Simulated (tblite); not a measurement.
# C4H5F3SeSi: the cost of one run

The runs use tblite 0.8.0 and PySCF 2.14.0, with density-fitted response routines of our own; the level of theory stands in each step. All values are computed, except where a source is named. Atoms are numbered from 0 throughout.

## (1) The molecule as given

14 atoms, charge 0, multiplicity 1; geometry from: force field or distance geometry start.

Bonds of the start (Å): C0–C1 1.23, C1–Si2 1.80, Si2–C3 1.86, C3–Se4 1.93, C3–C5 1.50, C5–F6 1.38, C5–F7 1.39, C5–F8 1.37, C0–H9 1.05, Si2–H10 1.46, Si2–H11 1.47, C3–H12 1.13, Se4–H13 1.55.

## (2) Optimising the geometry with GFN2-xTB

Job settings and geometry (Å):

```
{"job": {"kind": "relax", "xc": "GFN2-xTB", "basis": "xTB"}, "charge": 0, "multiplicity": 1}
C      3.211600    -0.821900    -0.032400
C      2.127400    -0.318400    -0.339400
Si     0.540400     0.404400    -0.801300
C     -0.697200    -0.017100     0.515900
Se    -0.904100     1.516000     1.665700
C     -1.975300    -0.597600    -0.003300
F     -2.820000    -0.885100     1.044700
F     -1.757400    -1.786600    -0.694900
F     -2.569000     0.282000    -0.874200
H      4.133300    -1.266800     0.221300
H      0.682000     1.850100    -0.925500
H      0.172500    -0.159400    -2.113300
H     -0.217100    -0.813900     1.155800
H      0.072200     2.613800     1.158800
```

On the command line:

```
> OMP_NUM_THREADS=1 python probes_run.py task.json out
```

The driver reads the jobs from task.json and runs them one after another.

Q: Estimate the wall time of this first job on 1 thread of Arm Neoverse N1, shared host.

About 1.6 s.
